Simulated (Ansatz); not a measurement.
**C2H3OSi radical (SMILES [CH2][Si]#CO): a rigid scan of the dihedral angle Si2–C3–O4–H7**

How does the energy rise as the dihedral angle Si2–C3–O4–H7 leaves its equilibrium value, and do density functionals follow CCSD(T)? All other internal coordinates keep their values.

Computed with Ansatz 0.2.0, Gaussian basis. Level: single points in def2-TZVPP.

Levels: PBE-D4, r2SCAN-D4, PBE0-D4, B3LYP-D4, wB97M-V, Hartree-Fock, MP2, CCSD, CCSD(T). The scan takes -78.0, -42.0, -6.0, 30.0, 66.0, 102.0, 138.0, 174.0, -150.0, -114.0°.

Correlated methods freeze the cores. Orbitals are unrestricted. B3LYP uses VWN-RPA correlation.

### Step 1. The starting structure

The minimum, relaxed at PBE0-D4: SMILES `[CH2][Si]#CO`, 7 atoms, charge 0, spin multiplicity 2.

Atoms are counted from 1 here; the program's logs count them from 0.

Bond lengths: C1–Si2 1.782 Å, C1–H5 1.084 Å, C1–H6 1.082 Å, Si2–C3 1.732 Å, C3–O4 1.279 Å, O4–H7 0.972 Å. Angles: Si2–C1–H5 119.3°, Si2–C1–H6 125.0°, H5–C1–H6 115.8°, C1–Si2–C3 109.7°, Si2–C3–O4 156.2°, C3–O4–H7 112.5°.

As a file:

```xyz
7
C2H3OSi
C    -1.1853    1.2133   -0.2869
Si    0.0724    0.2123   -1.0570
C     0.9167   -0.6969    0.1512
O     1.8364   -1.4548    0.6156
H    -1.8126    1.8449   -0.9061
H    -1.3752    1.2603    0.7777
H     1.5476   -2.3790    0.7055
```

Energies of the minimum (eV), from earlier single points: PBE-D4 -12036.01922, r2SCAN-D4 -12041.76226, PBE0-D4 -12036.51375, B3LYP-D4 -12045.42229, wB97M-V -12042.28617, CCSD(T) -12023.96732.

At the minimum the dihedral angle Si2–C3–O4–H7 is -100.5°.

### Step 2. Si2–C3–O4–H7 = -78.0°

The input, ccsdt-tzvpp/in.yaml:

```yaml
crystal:
  periodic: [false, false, false]
  atoms:
    - {symbol: C, position_ang: [-1.185266, 1.213291, -0.286935]}
    - {symbol: Si, position_ang: [0.072385, 0.212268, -1.056961]}
    - {symbol: C, position_ang: [0.916689, -0.696914, 0.151217]}
    - {symbol: O, position_ang: [1.836385, -1.454753, 0.615564]}
    - {symbol: H, position_ang: [-1.812641, 1.844871, -0.906126]}
    - {symbol: H, position_ang: [-1.375156, 1.260264, 0.777702]}
    - {symbol: H, position_ang: [1.698231, -2.390294, 0.388789]}
basis:
  gaussian: {orbitals: def2-TZVPP}
magnetization: {spin_polarized: true, initial_magnetization: 1}
correlation: {method: ccsd_t}
scf: {omitted_lower_state_checks: [cluster_reference]}
```

No record of the launch command was kept for these runs.

After this run come: Si2–C3–O4–H7 = -42.0°; Si2–C3–O4–H7 = -6.0°; Si2–C3–O4–H7 = 30.0°; Si2–C3–O4–H7 = 66.0°; Si2–C3–O4–H7 = 102.0°; Si2–C3–O4–H7 = 138.0°; Si2–C3–O4–H7 = 174.0°; Si2–C3–O4–H7 = -150.0°; Si2–C3–O4–H7 = -114.0°.

**Question.** What will these runs give? Wanted: highest point, CCSD(T); lowest point, CCSD(T); RMS deviation from CCSD(T); largest T1 diagnostic.

The runs gave:

| quantity | value |
| --- | --- |
| highest point, CCSD(T) | 10.1 kcal/mol at 174.0° |
| lowest point, CCSD(T) | 0.0 kcal/mol at -100.5° |
| RMS deviation from CCSD(T) | PBE-D4 0.7, r2SCAN-D4 0.4, PBE0-D4 0.5, B3LYP-D4 0.4, wB97M-V 0.3, Hartree-Fock 3.7, MP2 1.7, CCSD 0.6 kcal/mol |
| largest T1 diagnostic | 0.073 |

In words: Over the points sampled the torsion costs at most 10.1 kcal/mol, a hindered rotation that is fast at room temperature. A rigid scan overstates barriers, since nothing else may give way. Best along the scan: wB97M-V. Worst: Hartree-Fock. The T1 diagnostic is large here, over the usual mark for main-group molecules (transition-metal compounds often pass it harmlessly), so CCSD(T) itself may be off. The unrestricted reference is spin-contaminated, which hurts MP2 most.
